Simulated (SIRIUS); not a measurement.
ZnO4, 5 atoms in the cell. The structure is trigonal, space group P-3m1 (No. 164). The conventional cell has a = 3.060 Å, b = 3.060 Å, c = 7.939 Å, α = 90.00°, β = 90.00°, γ = 120.00°. Zn (site symmetry -3m) is surrounded by 6 O at 2.01 Å. Around O (site symmetry 3m) lie 3 Zn at 2.01 Å. O (site symmetry 3m) has 3 O at 2.30 Å as nearest neighbours. The cell was built by a generator and needn't be a form met in nature.

```yaml
Program: SIRIUS 7.10.0
Task: single point
Functional: PBE
Potentials_or_basis: GBRV 1.5 PBE (ultrasoft)
Cutoff: 557 eV
Density_cutoff: 5442 eV
k_mesh: 5 × 5 × 2
Occupations: fermi-dirac, width 0.05 eV
Spin: no spin polarisation
Libxc_names: "[\"XC_GGA_X_PBE\", \"XC_GGA_C_PBE\"]"
Energy_tol: 1e-08 Ha
Density_tol: 1e-06
Mixer: anderson
Mixing_beta: 0.7
Max_scf: 100
```

Potentials or basis: GBRV 1.5 PBE (ultrasoft).

Launch:

```console
$ upf_to_json zn_pbe_v1.uspp.F.UPF
$ upf_to_json o_pbe_v1.2.uspp.F.UPF
$ OMP_NUM_THREADS=1 sirius.scf --input=sirius.json --output=out.json --task=0
```

Hardware: 1 thread of Arm Neoverse V1, with other jobs on the host.

Task: How long does it take, and how much memory?

Result: Run time: 2.5 min on 1 thread of Arm Neoverse V1, on a shared host, peak memory 0.52 GiB. Counts: scf iterations 24, k points 26, plane waves 1909, bands 32.
